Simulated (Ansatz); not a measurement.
# Ni: the cost of one run

Program: Ansatz 0.2.0. Level of theory: DFT PBEsol, scalar-relativistic, plane waves, PAW. These are calculated values, not measurements.

1 further run of the same task is left out (set aside as unsound or not needed). Runs told in other sessions of the task aren't counted.

### Step 1. The system as given

Symmetry: P6_3/mmc, No. 194, hexagonal system. The conventional cell has a = 2.455 Å, b = 2.455 Å, c = 7.965 Å, α = 90.00°, β = 90.00°, γ = 120.00°. Co (site symmetry -3m) has 12 Co at 2.44 to 2.46 Å in its first shell of neighbours. Co (site symmetry -6m2) is surrounded by 12 Co at 2.44 to 2.46 Å.

As a file:

```xyz
4
Lattice="2.4552 0.0000 0.0000 -1.2276 2.1263 0.0000 0.0000 0.0000 7.9648" Properties=species:S:1:pos:R:3 pbc="T T T"
Co    0.0000    0.0000    0.0000
Co    0.0000    1.4175    1.9912
Co    0.0000    0.0000    3.9824
Co    1.2276    0.7088    5.9736
```

It goes back to an entry of the Materials Project.

This cell was relaxed beforehand with the same method: volume 10.40 Å³/atom, gap on the mesh none (metal), site moments up to 1.7 μB.

### Step 2. Swap Co → Ni

Ni starts from the relaxed positions of Co, with all lengths scaled by 0.989, a guess from tabulated radii. Atoms that may carry a moment start with parallel spins.

### Step 3. Quick check of gap, pressure and forces (Ni)

The input, input.yaml:

```yaml
crystal:
  lattice:
    - [2.4291609474, 0.0, 0.0]
    - [-1.2145804737, 2.1037150903, 0.0]
    - [0.0, 0.0, 7.8803328157]
  atoms:
    - { symbol: Ni, position: [0.0, 0.0, 0.0], spin: 2.0 }
    - { symbol: Ni, position: [0.3333333333, 0.6666666667, 0.25], spin: 2.0 }
    - { symbol: Ni, position: [0.0, 0.0, 0.5], spin: 2.0 }
    - { symbol: Ni, position: [0.6666666667, 0.3333333333, 0.75], spin: 2.0 }
basis:
  ecutwfc: 420
kpoints:
  mp_grid: { grid: [12, 12, 2] }
hamiltonian:
  xc: pbesol
scf:
  occupations: { method: gaussian, width: 0.1 }
  lower_state_search: "off"
output:
  forces: true
  stress: true
  eigenvalues: true
  populations: true
magnetization:
  spin_polarized: true
```

Command:

```
> ansatz run input.yaml --threads 1 --pin off --max-ram 2560MiB --backend cpu --events-out ev --progress --plain --runs-dir out
```

**Question.** How long does this run take on 1 thread of Intel Xeon at 2.70GHz, shared host, and how much memory does it need?

About 14 s, with a peak of 0.41 GiB.
